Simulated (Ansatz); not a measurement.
**CH4BOSb: one species, many methods**

One table from this session's results is given with a row withheld; the runs are named, their logs left out.

Program: Ansatz 0.2.0, Gaussian basis. Level of theory: functionals in def2-TZVPP, the program's frozen cores in correlated methods. These are calculated values, not measurements.

Plan: LDA (SPW92), PBE-D4, revPBE-D4, BLYP-D4, r2SCAN-D4, B97M-V, PBE0-D4, B3LYP-D4, r2SCANh-D4, r2SCAN0-D4, HSE06-D4, BHLYP-D4, CAM-B3LYP-D4, LC-ωPBE, ωB97X-V, ωB97M-V, B2PLYP, PBE-QIDH; CCSD(T)/def2-SVP; CCSD(T)/def2-TZVPP; MP2/def2-QZVPP; extrapolation to the limit; RPA on PBE.

1 further run of the same task is left out (for a known fault of the program).

**The relaxed structure**

An earlier PBE0-D4 in a triple-zeta def2 set relaxation fixed the geometry. Sb takes the def2 core potential; no spin-orbit term is included.

SMILES `[BH]1C[O][SbH]1`, 8 atoms, charge 0, spin multiplicity 1.

Atoms are counted from 1 here; the program's logs count them from 0.

Bond lengths: B1–C2 1.559 Å, B1–Sb4 2.245 Å, B1–H5 1.190 Å, C2–O3 1.431 Å, C2–H6 1.106 Å, C2–H7 1.103 Å, O3–Sb4 2.012 Å, Sb4–H8 1.728 Å. Angles: C2–B1–Sb4 86.2°, C2–B1–H5 131.7°, Sb4–B1–H5 142.0°, B1–C2–O3 106.4°, B1–C2–H6 109.8°, B1–C2–H7 114.1°, O3–C2–H6 110.6°, O3–C2–H7 111.0°, H6–C2–H7 104.9°, C2–O3–Sb4 99.1°, B1–Sb4–O3 68.2°, B1–Sb4–H8 85.4°, O3–Sb4–H8 94.9°.

The first run:

in.yaml reads:

```yaml
crystal:
  periodic: [false, false, false]
  atoms:
    - {symbol: B, position_ang: [-0.370871, 0.589527, -0.709934]}
    - {symbol: C, position_ang: [0.707238, 0.357363, 0.391829]}
    - {symbol: O, position_ang: [0.896688, -1.057832, 0.480038]}
    - {symbol: Sb, position_ang: [-0.479731, -1.647756, -0.863491]}
    - {symbol: H, position_ang: [-0.861370, 1.585020, -1.140804]}
    - {symbol: H, position_ang: [0.350926, 0.763298, 1.356758]}
    - {symbol: H, position_ang: [1.663230, 0.873194, 0.202944]}
    - {symbol: H, position_ang: [-1.814009, -1.519915, 0.226862]}
basis:
  gaussian: {orbitals: def2-TZVPP}
hamiltonian: {xc: lda}
output: {orbitals: {seedname: orbitals}}
```

Run with:

```bash
> ansatz run in.yaml --threads 2 --pin off --events-out ev --progress --plain --max-ram 4352MiB
```

Among the steps run: LDA; PBE-D4 (GGA); revPBE-D4 (GGA); BLYP-D4 (GGA); r2SCAN-D4 (meta-GGA); B97M-V (meta-GGA); PBE0-D4 (hybrid); B3LYP-D4 (hybrid); r2SCANh-D4 (hybrid); r2SCAN0-D4 (hybrid); HSE06-D4 (hybrid); BHLYP-D4 (hybrid); CAM-B3LYP-D4 (range-separated); LC-ωPBE (range-separated); ωB97X-V (range-separated); ωB97M-V (range-separated); B2PLYP (double hybrid); PBE-QIDH (double hybrid).

One of the session's tables, all rows but one given; the rest of the session is left out.

It belongs to the step «Orbital energies across the functionals». 

```
  functional  HOMO (eV)  LUMO (eV)  gap (eV)
 LDA (SPW92)      -5.98      -3.08      2.90
      PBE-D4      -5.82      -2.85      2.97
   revPBE-D4      -5.76      -2.75      3.01
     BLYP-D4      -5.69      -2.68      3.01
   r2SCAN-D4      -6.05      -2.54      3.51
      B97M-V      -6.05      -2.56      3.50
     PBE0-D4      -6.89      -1.90      4.99
    B3LYP-D4      -6.71      -2.09      4.62
  r2SCANh-D4      -6.45      -2.21      4.24
  r2SCAN0-D4      -7.04      -1.73      5.31
    HSE06-D4      -6.50      -2.29      4.22
    BHLYP-D4          ?          ?         ?
CAM-B3LYP-D4      -8.14      -0.77      7.36
     LC-ωPBE      -9.38       0.37      9.75
     ωB97X-V      -9.07       0.28      9.34
     ωB97M-V      -8.95       0.06      9.00
```

Q: Estimate the row for BHLYP-D4 from the others.

Worked estimate for «HOMO (eV)». Against the share of exact exchange, BLYP-D4 (0, -5.69), B3LYP-D4 (0.2, -6.71) give a slope of -5.10 per unit share; at 0.5 the line stands at -8.24.

As computed: HOMO (eV): -7.82; LUMO (eV): -0.85; gap (eV): 6.96. In «HOMO (eV)» the line misses by -0.42.
